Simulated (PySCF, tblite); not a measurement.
# C3H12B2N2: a rotation path, then NMR shifts on frames, part 2 of 2

tblite 0.8.0 and PySCF 2.14.0. Atoms count from 0. The steps go on from the part before.

### Step 5. NMR shieldings: image 4, PBE0/pcSseg-1

The job: settings as JSON, then the geometry in Å.

```
{"job": {"kind": "nmr", "xc": "PBE0", "basis": "pcSseg-1", "pop": false}, "charge": 0, "multiplicity": 1}
C     -3.071200     0.158500    -0.337200
C     -1.821600     0.187600    -0.759700
C     -0.829500    -0.920300    -0.578500
N      0.378700    -0.545100     0.186000
B      1.810200    -0.686700    -0.500600
N      2.219000     0.793900    -0.113500
B      0.801600     0.951600     0.579600
H     -3.480000    -0.683200     0.198300
H     -3.746300     0.978500    -0.516600
H     -1.455000     1.043900    -1.303100
H     -1.324600    -1.765700    -0.090200
H     -0.512000    -1.253100    -1.573900
H      0.362800    -1.075700     1.045400
H      1.725700    -0.821400    -1.677900
H      2.490200    -1.497000     0.042000
H      3.013700     0.878200     0.506100
H      2.371600     1.406900    -0.903100
H      0.901800     1.054900     1.760200
H      0.155200     1.803100     0.074700
```

With the program's defaults for keys left out, this is: GIAO PBE0/pcSseg-1 NMR shielding, non-relativistic, gas phase.

Standard output:

```text
coarse grid: 15000 points
cycle   1  E = -280.3207882873  dE =  7.314e-01  |g| = 4.223e-01  |ddm| = 3.659e+00
cycle   2  E = -280.3343068818  dE = -1.352e-02  |g| = 3.964e-01  |ddm| = 8.097e-01
cycle   3  E = -280.3747170777  dE = -4.041e-02  |g| = 5.589e-02  |ddm| = 3.871e-01
cycle   4  E = -280.3752945875  dE = -5.775e-04  |g| = 2.617e-02  |ddm| = 6.386e-02
cycle   5  E = -280.3754349783  dE = -1.404e-04  |g| = 3.422e-03  |ddm| = 1.698e-02
cycle   6  E = -280.3754373895  dE = -2.411e-06  |g| = 1.157e-03  |ddm| = 4.289e-03
final grid: 142488 points
cycle   7  E = -280.4071876909  dE = -6.418e-05  |g| = 9.124e-03  |ddm| = 3.406e-02
cycle   8  E = -280.4071818322  dE =  5.859e-06  |g| = 1.066e-02  |ddm| = 1.734e-02
cycle   9  E = -280.4072086119  dE = -2.678e-05  |g| = 1.261e-03  |ddm| = 9.347e-03
cycle  10  E = -280.4072089616  dE = -3.497e-07  |g| = 2.931e-04  |ddm| = 1.045e-03
cycle  11  E = -280.4072089783  dE = -1.676e-08  |g| = 1.383e-04  |ddm| = 2.780e-04
cycle  12  E = -280.4072089828  dE = -4.509e-09  |g| = 2.429e-05  |ddm| = 1.155e-04
cycle  13  E = -280.4072089830  dE = -1.392e-10  |g| = 5.367e-06  |ddm| = 2.694e-05
converged SCF energy = -280.4072089830

GIAO shielding tensors (ppm)
atom      isotropic    diamagn.    paramagn.     s11        s22        s33       span
  0 C       64.817     253.054    -188.237    -43.614     79.706    158.360    201.974
  1 C       41.006     256.287    -215.282    -84.312     43.121    164.208    248.521
  2 C      129.414     242.578    -113.164    106.629    124.292    157.321     50.692
  3 N      233.928     321.515     -87.587    213.717    223.515    264.551     50.834
  4 B      109.260     190.735     -81.475     92.006    105.449    130.324     38.317
  5 N      245.434     318.764     -73.329    235.022    237.001    264.281     29.260
  6 B      115.227     190.955     -75.729     99.528    112.554    133.597     34.069
  7 H       26.436      30.822      -4.386     23.139     25.851     30.319      7.181
  8 H       26.333      28.696      -2.364     23.592     25.197     30.209      6.617
  9 H       24.882      32.306      -7.424     22.160     23.602     28.884      6.724
 10 H       28.581      31.311      -2.730     24.214     27.616     33.914      9.700
 11 H       28.073      29.894      -1.821     23.999     28.527     31.694      7.694
 12 H       29.121      34.694      -5.573     20.192     28.306     38.864     18.672
 13 H       28.530      31.194      -2.664     24.987     29.551     31.053      6.066
 14 H       28.135      30.770      -2.634     24.548     28.476     31.382      6.834
 15 H       29.993      29.631       0.362     23.474     26.037     40.467     16.993
 16 H       29.777      30.755      -0.978     23.207     26.569     39.554     16.347
 17 H       28.517      32.108      -3.590     24.877     28.965     31.710      6.833
 18 H       28.254      32.469      -4.215     24.223     30.038     30.502      6.279
```

Wall time 25 s (1 thread of Arm Neoverse V2, shared host); peak memory 0.84 GiB.

Key values: δ C1 145.9, C0 122.1, C2 57.5, N3 33.8, H9 6.83, H8 5.38 ppm.

### Step 6. Nuclear shieldings: image 6, PBE0/pcSseg-1

The job: settings as JSON, then the geometry in Å.

```
{"job": {"kind": "nmr", "xc": "PBE0", "basis": "pcSseg-1", "pop": false}, "charge": 0, "multiplicity": 1}
C     -2.885200     0.350300    -0.517800
C     -1.643700     0.105500    -0.891900
C     -0.846800    -1.057000    -0.388100
N      0.427500    -0.671400     0.243500
B      1.738200    -0.553600    -0.651200
N      2.040300     0.910800    -0.125900
B      0.736300     0.804600     0.774700
H     -3.395600    -0.279800     0.193100
H     -3.446800     1.186900    -0.896800
H     -1.143500     0.740200    -1.607200
H     -1.462400    -1.615400     0.324500
H     -0.622200    -1.720100    -1.234700
H      0.594200    -1.329600     0.992200
H      1.492600    -0.569200    -1.812400
H      2.571500    -1.332200    -0.311100
H      2.905500     1.015200     0.387100
H      2.012400     1.626300    -0.840000
H      1.002900     0.797600     1.932900
H     -0.085100     1.600000     0.467300
```

Method: GIAO PBE0/pcSseg-1 NMR shielding, non-relativistic, gas phase.

Standard output:

```text
coarse grid: 15000 points
cycle   1  E = -280.3202731180  dE =  7.414e-01  |g| = 4.269e-01  |ddm| = 3.659e+00
cycle   2  E = -280.3328128089  dE = -1.254e-02  |g| = 4.066e-01  |ddm| = 8.293e-01
cycle   3  E = -280.3753240887  dE = -4.251e-02  |g| = 5.593e-02  |ddm| = 4.010e-01
cycle   4  E = -280.3758995473  dE = -5.755e-04  |g| = 2.660e-02  |ddm| = 6.492e-02
cycle   5  E = -280.3760434656  dE = -1.439e-04  |g| = 3.727e-03  |ddm| = 1.722e-02
cycle   6  E = -280.3760459614  dE = -2.496e-06  |g| = 1.768e-03  |ddm| = 4.695e-03
final grid: 142488 points
cycle   7  E = -280.4088426612  dE = -7.011e-05  |g| = 9.406e-03  |ddm| = 4.160e-02
cycle   8  E = -280.4088364098  dE =  6.251e-06  |g| = 1.101e-02  |ddm| = 1.722e-02
cycle   9  E = -280.4088646586  dE = -2.825e-05  |g| = 1.151e-03  |ddm| = 8.769e-03
cycle  10  E = -280.4088649479  dE = -2.893e-07  |g| = 2.736e-04  |ddm| = 9.530e-04
cycle  11  E = -280.4088649625  dE = -1.463e-08  |g| = 1.325e-04  |ddm| = 3.252e-04
cycle  12  E = -280.4088649666  dE = -4.095e-09  |g| = 2.806e-05  |ddm| = 1.135e-04
cycle  13  E = -280.4088649668  dE = -1.837e-10  |g| = 5.817e-06  |ddm| = 2.901e-05
converged SCF energy = -280.4088649668

GIAO shielding tensors (ppm)
atom      isotropic    diamagn.    paramagn.     s11        s22        s33       span
  0 C       63.274     252.941    -189.667    -47.694     79.588    157.927    205.622
  1 C       42.037     256.730    -214.692    -83.359     44.388    165.083    248.441
  2 C      130.184     243.069    -112.885    114.473    122.225    153.854     39.380
  3 N      234.523     321.274     -86.751    218.401    220.739    264.428     46.026
  4 B      111.586     191.512     -79.926     94.413    108.647    131.697     37.284
  5 N      245.677     318.981     -73.304    235.351    236.887    264.793     29.443
  6 B      115.035     191.649     -76.614    100.111    111.872    133.122     33.011
  7 H       26.340      30.812      -4.471     22.922     25.741     30.358      7.436
  8 H       26.232      28.917      -2.685     23.249     25.230     30.216      6.967
  9 H       25.177      32.489      -7.312     22.228     24.474     28.829      6.600
 10 H       28.707      31.336      -2.630     24.082     28.000     34.038      9.956
 11 H       28.098      29.380      -1.282     24.008     27.862     32.425      8.417
 12 H       29.318      33.936      -4.619     20.290     28.085     39.578     19.288
 13 H       28.598      31.330      -2.732     25.321     29.215     31.259      5.937
 14 H       28.199      30.990      -2.792     24.621     28.494     31.480      6.859
 15 H       29.978      29.792       0.186     23.390     25.960     40.586     17.196
 16 H       29.952      31.317      -1.366     23.234     26.927     39.694     16.460
 17 H       28.517      32.128      -3.611     24.918     28.850     31.784      6.865
 18 H       28.271      32.369      -4.098     24.540     29.663     30.609      6.069
```

Wall time 25 s (1 thread of Arm Neoverse V2, shared host); peak memory 0.85 GiB.

This run: δ C1 144.9, C0 123.7, C2 56.7, N3 33.2, H9 6.54, H8 5.49 ppm.

### Step 7. NMR shieldings: image 8, PBE0/pcSseg-1

The job: settings as JSON, then the geometry in Å.

```
{"job": {"kind": "nmr", "xc": "PBE0", "basis": "pcSseg-1", "pop": false}, "charge": 0, "multiplicity": 1}
C     -2.727900     0.462700    -0.788300
C     -1.483200     0.052300    -0.939800
C     -0.872300    -1.077200    -0.171500
N      0.487400    -0.787100     0.292200
B      1.635800    -0.448600    -0.758200
N      1.811800     1.013400    -0.169000
B      0.795100     0.613800     0.984300
H     -3.389900     0.018500    -0.062700
H     -3.142200     1.258700    -1.383000
H     -0.839100     0.509200    -1.675300
H     -1.511100    -1.312300     0.687800
H     -0.838600    -1.960400    -0.826300
H      0.766900    -1.559100     0.884000
H      1.267300    -0.458000    -1.886600
H      2.601000    -1.112900    -0.558300
H      2.746900     1.248000     0.135700
H      1.483300     1.756000    -0.772100
H      1.353700     0.468400     2.022900
H     -0.154700     1.323900     1.022500
```

Level: GIAO PBE0/pcSseg-1 NMR shielding, non-relativistic, gas phase.

Standard output:

```text
coarse grid: 15000 points
cycle   1  E = -280.3244253944  dE =  7.537e-01  |g| = 4.287e-01  |ddm| = 3.673e+00
cycle   2  E = -280.3361279753  dE = -1.170e-02  |g| = 4.123e-01  |ddm| = 8.283e-01
cycle   3  E = -280.3796554199  dE = -4.353e-02  |g| = 5.665e-02  |ddm| = 4.066e-01
cycle   4  E = -280.3802482580  dE = -5.928e-04  |g| = 2.666e-02  |ddm| = 6.633e-02
cycle   5  E = -280.3803927692  dE = -1.445e-04  |g| = 3.655e-03  |ddm| = 1.718e-02
cycle   6  E = -280.3803953934  dE = -2.624e-06  |g| = 1.390e-03  |ddm| = 4.772e-03
final grid: 142488 points
cycle   7  E = -280.4119945419  dE = -7.120e-05  |g| = 9.255e-03  |ddm| = 4.074e-02
cycle   8  E = -280.4119885908  dE =  5.951e-06  |g| = 1.081e-02  |ddm| = 1.714e-02
cycle   9  E = -280.4120158619  dE = -2.727e-05  |g| = 1.049e-03  |ddm| = 8.986e-03
cycle  10  E = -280.4120160931  dE = -2.312e-07  |g| = 2.173e-04  |ddm| = 8.188e-04
cycle  11  E = -280.4120161030  dE = -9.829e-09  |g| = 4.889e-05  |ddm| = 2.167e-04
cycle  12  E = -280.4120161035  dE = -5.257e-10  |g| = 1.734e-05  |ddm| = 6.442e-05
converged SCF energy = -280.4120161035

GIAO shielding tensors (ppm)
atom      isotropic    diamagn.    paramagn.     s11        s22        s33       span
  0 C       62.215     252.608    -190.393    -54.217     78.863    161.999    216.216
  1 C       43.914     257.294    -213.381    -79.302     48.563    162.480    241.781
  2 C      131.391     244.035    -112.643    115.903    127.098    151.173     35.271
  3 N      231.496     321.182     -89.686    215.543    219.262    259.683     44.139
  4 B      114.198     191.629     -77.431     97.791    112.041    132.762     34.971
  5 N      245.697     319.310     -73.613    232.392    237.669    267.031     34.639
  6 B      114.968     192.034     -77.066     99.655    111.979    133.269     33.613
  7 H       26.155      30.544      -4.389     22.612     25.593     30.261      7.649
  8 H       26.101      29.081      -2.980     22.822     25.244     30.236      7.414
  9 H       24.949      33.078      -8.129     21.632     23.948     29.266      7.633
 10 H       28.536      31.251      -2.715     23.977     28.054     33.576      9.599
 11 H       28.112      29.123      -1.011     23.345     27.709     33.283      9.938
 12 H       29.584      33.214      -3.631     20.514     28.285     39.952     19.438
 13 H       28.467      31.179      -2.712     25.555     28.451     31.394      5.838
 14 H       28.285      31.043      -2.758     24.827     28.511     31.518      6.691
 15 H       30.083      29.850       0.234     23.147     26.080     41.022     17.876
 16 H       30.135      32.102      -1.968     23.405     27.531     39.469     16.064
 17 H       28.419      31.894      -3.475     24.914     28.684     31.660      6.746
 18 H       28.438      31.989      -3.551     25.202     29.139     30.972      5.771
```

Run time: 23 s. Hardware: 1 thread of Arm Neoverse V2, shared host; peak memory 0.85 GiB.

Key values: δ C1 143.0, C0 124.7, C2 55.5, N3 36.2, H9 6.77, H8 5.62 ppm.

### Step 8. Side by side: NMR shifts

Shifts (ppm) of some atoms, chosen among heavy atoms and hydrogens apart, with basis size and wall time:

| frame | C0 | C2 | H9 | H12 | N3 | B6 | B4 | functions | time |
| --- | --- | --- | --- | --- | --- | --- | --- | --- | --- |
| image 0 | 122.9 | 61.5 | 6.27 | 1.76 | 43.5 | -12.1 | -12.5 | 179 | 28 s |
| image 2 | 121.6 | 58.5 | 6.84 | 2.21 | 40.2 | -15.0 | -10.4 | 179 | 24 s |
| image 4 | 122.1 | 57.5 | 6.83 | 2.60 | 33.8 | -15.2 | -9.2 | 179 | 25 s |
| image 6 | 123.7 | 56.7 | 6.54 | 2.40 | 33.2 | -15.0 | -11.5 | 179 | 25 s |
| image 8 | 124.7 | 55.5 | 6.77 | 2.13 | 36.2 | -14.9 | -14.1 | 179 | 23 s |

### Step 9. Results

This closing draws on all 2 parts.

| quantity | value |
| --- | --- |
| barrier | 0.250 eV (5.8 kcal/mol) at image 4 |
| end to end (GFN2-xTB) | 0.091 eV |
| 13C shifts against TMS (PBE0/pcSseg-1, image 0) | 145.4, 122.9, 61.5 ppm |
| 1H shifts against TMS (PBE0/pcSseg-1, image 0) | 6.27, 5.46, 5.38, 3.54, 3.41, 3.37, 3.20, 3.17, 3.10, 1.77, 1.76, 1.75 ppm |
| 15N shifts against NH3 (PBE0/pcSseg-1, image 0) | 43.5, 20.7 ppm |
| 11B shifts against BF3·OEt2 (PBE0/pcSseg-1, image 0) | -12.1, -12.5 ppm |
| range of the shift of N3 | 33.2 to 43.5 ppm |

**Reading.** Along the band the dihedral turns by 117°, and the top (dihedral -121°) lies 5.8 kcal/mol above the start (GFN2-xTB, rough), so at room temperature this motion is fast. The top was not checked by a frequency run. Shifts at one fixed geometry are not the observed spectrum, which averages over the motion. In the first frame run (image 0): Shielding is most anisotropic at C1 (span 242 ppm, paramagnetic term -216 ppm). In ppm, N3 moves most: its shift spreads over 10.3 ppm, from 33.2 (image 6) to 43.5 (image 0).
